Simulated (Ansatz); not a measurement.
# HfH4 in Ansatz: reference runs

Reference runs on HfH4: the cell as given.

Everything below comes from runs of Ansatz 0.2.0. Logs are shortened: lines on timing, memory, paths and dates and some standing lists are left out, and cuts for length are marked.

### Step 1. Starting point

The cell holds a sheet with vacuum, 5 atoms: a = 6.586 Å, b = 6.586 Å, c = 28.059 Å, α = 90.00°, β = 90.00°, γ = 90.00°.

The cell was built by a generator and needn't be a form met in nature.

### Step 2. Single point, PBE

input.yaml reads:

```yaml
crystal:
  lattice:
    - [6.58632, 0.0, 0.0]
    - [0.0, 6.58632, 0.0]
    - [0.0, 0.0, 28.05924]
  atoms:
    - { symbol: Hf, position: [0.5, 0.5, 0.28511] }
    - { symbol: H, position: [0.27242, 0.5, 0.32287] }
    - { symbol: H, position: [0.72758, 0.5, 0.32287] }
    - { symbol: H, position: [0.5, 0.72758, 0.24735] }
    - { symbol: H, position: [0.5, 0.27242, 0.24735] }
kpoints:
  mp_grid: { grid: [4, 4, 1] }
scf:
  occupations: { method: fermi_dirac, width: 0.05 }
hamiltonian:
  xc: pbe
  pseudopotentials: { kind: all_electron, lapw: { basis_error: 0.001 } }
output:
  forces: true
  stress: true
  eigenvalues: true
  populations: true
```

Potentials or basis: all-electron LAPW, scalar-relativistic.

Started as:

```console
$ ansatz run input.yaml --threads 8 --pin off --max-ram 28672MiB --backend cpu --events-out ev --progress --plain --runs-dir out
```

The program printed:

```text
Warning: RAYON_NUM_THREADS=8 ignored (pool sized by the plan → 8); use --threads N
Hf: projections on atomic orbitals take those of the free atom 1s2 2s2 2p6 3s2 3p6 3d10 4s2 4p6 4d10 4f14 5s2 5p6 5d2 6s2, of charge +0.00 (hamiltonian.pseudopotentials.projection_atoms)
H: projections on atomic orbitals take those of the free atom 1s1, of charge +0.00 (hamiltonian.pseudopotentials.projection_atoms)
LAPW: plane waves up to 9.845 Å⁻¹, error target 1.0e-3 eV per atom; small_component_spin mean_spin; H in spheres of 0.570 Å, 1 of its electrons in bands, Dirac shells []; Hf in spheres of 1.266 Å, 42 of its electrons in bands, Dirac shells [] (how accurate: hamiltonian.pseudopotentials.lapw.basis_error, Limitations)
Engine: ansatz 0.2.0, x86_64-unknown-linux-gnu
Pseudopotentials: kind: all_electron
Pseudopotential: Hf, LAPW, valence charge 42, lapw/all_electron/scalar/gaussian/Hf, Koelling and Harmon's equation, gaussian nucleus
Pseudopotential: H, LAPW, valence charge 1, lapw/all_electron/scalar/gaussian/H, Koelling and Harmon's equation, gaussian nucleus
Functional definition: PBE
  parameter kappa = 0.804
  parameter beta = 0.06672455060314922
  exchange = pbe_x(kappa = kappa, mu = beta*pi^2/3)
  correlation = pbe_c(beta = beta)
Crystal: 5 atoms, lattice volume = 1217.199 Å³
Basis set: ecut = 369.2551412348407 eV, 19651 PW (Γ), exchange–correlation at level 2
Bands: 28, of which v1, the nominal top of the filled ones, is band 23 counted from 1 (22 counted from 0)
Symmetry: 8 space group operations
Space group: P-4m2 (ITA 115), of the structure as read, at distance tolerance 1.1e-4 Å
k-points: 6 of 16
Non-local potential: Hf, projectors of the file, none
Non-local potential: H, projectors of the file, none
Initial density: superposition of atomic densities (neutral atoms: chi_scale 0, normalization atom)
Initial wavefunctions: plane waves of lowest kinetic energy (no species holds an atomic orbital)
Functional: x = pbe(κ = 0.804, μ = 0.2195149727645171), c = pbe(β = 0.06672455060314922)
iter 1 solved again at ethr=1.49e-2 eV; its pass at ethr=1.00e-1 eV (dr2=6.87e0 eV) is discarded
SCF iter   1: F=—  HF=-410313.398510 eV  |F-HF|=—  |Δ(HF+E_count)|=         —  Δρ=2.20e-2  dr2=6.87e0  ethr=1.49e-2  ⟨swp⟩=2.0  Hψ=1098  notcnv=0
preconditioner: auto → Resta (q_TF=auto, 1.580 Å⁻¹)  ε∞=1.2  [insulator: Δε(μ)=5.359 eV  Ē_g=11.162 eV  σ=0.050 eV  W_gap=1.00  n_scr=86 (ndim 8)  ℏωp=5.0 eV  f_vac=0.859  D(μ)=0.00/eV (n_scr^D=0)  ε∞_Penn≈1.2  vacuum switching on, ρ_ref=9.0e-3 e/Å³]
SCF iter   2: F=—  HF=-410311.131297 eV  |F-HF|=—  |Δ(HF+E_count)|=    2.27e0  Δρ=7.02e-3  dr2=7.76e-1  ethr=1.49e-2  ⟨swp⟩=3.0  Hψ=481  notcnv=0
SCF iter   3: F=—  HF=-410310.949148 eV  |F-HF|=—  |Δ(HF+E_count)|=   1.82e-1  Δρ=2.71e-3  dr2=1.28e-1  ethr=1.69e-3  ⟨swp⟩=4.0  Hψ=558  notcnv=0
iter 4 solved again at ethr=1.08e-5 eV; its pass at ethr=2.79e-4 eV (dr2=4.95e-3 eV) is discarded
SCF iter   4: F=—  HF=-410310.892370 eV  |F-HF|=—  |Δ(HF+E_count)|=         —  Δρ=7.66e-4  dr2=4.96e-3  ethr=1.08e-5  ⟨swp⟩=2.0  Hψ=878  notcnv=0
the basis was enlarged: its passes take 1.5 MiB over the memory plan, 6 of 6 planned eigensolver slots
SCF iter   5: F=—  HF=-410310.889615 eV  |F-HF|=—  |Δ(HF+E_count)|=   2.75e-3  Δρ=4.00e-4  dr2=1.06e-3  ethr=1.08e-5  ⟨swp⟩=3.0  Hψ=509  notcnv=0
SCF iter   6: F=—  HF=-410310.891007 eV  |F-HF|=—  |Δ(HF+E_count)|=   1.39e-3  Δρ=3.92e-5  dr2=2.11e-5  ethr=2.29e-6  ⟨swp⟩=3.0  Hψ=481  notcnv=0
SCF iter   7: F=—  HF=-410310.891020 eV  |F-HF|=—  |Δ(HF+E_count)|=   1.32e-5  Δρ=4.33e-6  dr2=1.48e-7  ethr=4.59e-8  ⟨swp⟩=3.0  Hψ=480  notcnv=0
SCF iter   8: F=-410310.891020 eV  HF=-410310.891020 eV  |F-HF|=5.70e-9  |Δ(HF+E_count)|=   3.80e-7  Δρ=3.97e-7  dr2=1.14e-9  ethr=3.23e-10  ⟨swp⟩=3.0  Hψ=480  notcnv=0
SCF 1 converged in 8 iterations: F = -410310.891020 eV  dr2 = 1.14e-9
SCF converged after 8 iterations
Free energy (F): -410310.891020 eV
Harris-Foulkes:  -410310.891020 eV  (|F-HF|=5.70e-9)
Internal energy: -410310.891020 eV  (E = F + TS)
E sigma→0 (E₀):  -410310.891020 eV
Fermi energy:    -4.537057 eV
--- Per-component energies (eV) ---
  E_band       = -4970.724660
  E_kinetic    = 456538.987728
  E_xc         = -8450.308357
  E_electrostatic = -858399.570392  (all electrons and nuclei)
  E_smearing   = -0.000000  (= −TS)
  E_closure    = 0.000000  (closes the sum)
  E_atoms      = -410292.874017  (free atoms, spherical and without spin; not in F)
  Σ components = -410310.891020   (vs F -410310.891020, Δ=0.00e0)
  Basis errors (estimates in eV, not in F): energy 6.8e-4 per atom: plane waves 6.3e-4 (4.3e-4 summed), levels above the bands 3.3e-42, relativity 2.7e-8, radial functions 4.2e-5, core shells 1.1e-6; eigenvalues (radial functions only) 8.6e-7; not estimated: angular momenta, meshes, grids; target (lapw.basis_error) 1.0e-3; muffin-tin radii H 0.570 Å, Hf 1.266 Å
--- Forces (eV/Å), atoms counted from 1 ---
  atom   1  Hf     0.00000000     0.00000000     0.00000000
  atom   2  H     -0.00336138     0.00000000    -0.00085422
  atom   3  H      0.00336138     0.00000000    -0.00085422
  atom   4  H      0.00000000     0.00336138     0.00085422
  atom   5  H      0.00000000    -0.00336138     0.00085422
  max |Σ_I F_I| component: 0.00e0 eV/Å
--- Stress (GPa, compression-positive) ---
        0.004364       0.000000       0.000000
        0.000000       0.004364       0.000000
        0.000000       0.000000      -0.000498
  P = ⅓ Tr σ = 0.0027 GPa (0.027 kbar)
--- Band table (eV; the first three rows and the last of 6) ---
  k-point 0: bands = ["-378.4214", "-378.4214", "-378.4214", "-206.3199", "-206.3199", "-206.2720", "-206.2719", "-206.2719", "-66.8402", "-35.4762", "-35.4762", "-35.4760", "-16.8207", "-16.8207", "-16.8207", "-16.7874", "-16.7874", "-16.7874", "-16.7704", "-8.1062", "-6.6637", "-6.5069", "-6.5069", "-2.5836", "-2.4841", "-1.8173", "-1.3455", "-1.3455"]
  k-point 1: bands = ["-378.4214", "-378.4214", "-378.4214", "-206.3199", "-206.3199", "-206.2720", "-206.2719", "-206.2719", "-66.8402", "-35.4762", "-35.4762", "-35.4760", "-16.8207", "-16.8207", "-16.8207", "-16.7874", "-16.7874", "-16.7874", "-16.7704", "-8.0712", "-6.6627", "-6.5424", "-6.5055", "-2.5642", "-2.5091", "-1.7926", "-1.6588", "-1.3115"]
  k-point 2: bands = ["-378.4214", "-378.4214", "-378.4214", "-206.3199", "-206.3199", "-206.2720", "-206.2719", "-206.2719", "-66.8402", "-35.4762", "-35.4762", "-35.4760", "-16.8207", "-16.8207", "-16.8207", "-16.7874", "-16.7874", "-16.7874", "-16.7704", "-8.0342", "-6.6625", "-6.5791", "-6.5040", "-2.5358", "-2.5329", "-1.9953", "-1.6536", "-1.2785"]
  k-point 5: bands = ["-378.4214", "-378.4214", "-378.4214", "-206.3199", "-206.3199", "-206.2720", "-206.2719", "-206.2719", "-66.8402", "-35.4762", "-35.4762", "-35.4760", "-16.8207", "-16.8207", "-16.8207", "-16.7874", "-16.7874", "-16.7874", "-16.7704", "-7.9580", "-6.6573", "-6.6573", "-6.5013", "-2.6111", "-2.4935", "-1.8684", "-1.8684", "-1.5053"]
--- Löwdin populations: 5 sites ---
  site symbol       q [e]
     0     Hf     70.7151
     1      H      1.2824
     2      H      1.2824
     3      H      1.2824
     4      H      1.2824
  spilling = 0.002043 (of n_electrons = 76.000000)
```

Run time: 33 s. Hardware: 8 threads of AMD EPYC 7R43 (Zen 3), shared host; peak memory 2.7 GiB.

What came out:

```yaml
Free_energy: -410310.8910 eV
Largest_force: 0.003 eV/Å
Band_gap_on_the_k_mesh: 3.89 eV, direct
Loewdin_charges: Hf +1.28; H -0.28 e
Work_function: 5.10 eV
```

Forces on the atoms (eV/Å):
```
Hf   0.000  0.000  0.000
H   -0.003  0.000 -0.001
H    0.003  0.000 -0.001
H    0.000  0.003  0.001
H    0.000 -0.003  0.001
```

Caveat: spin-orbit coupling is left out, which moves the levels of the heavy elements.
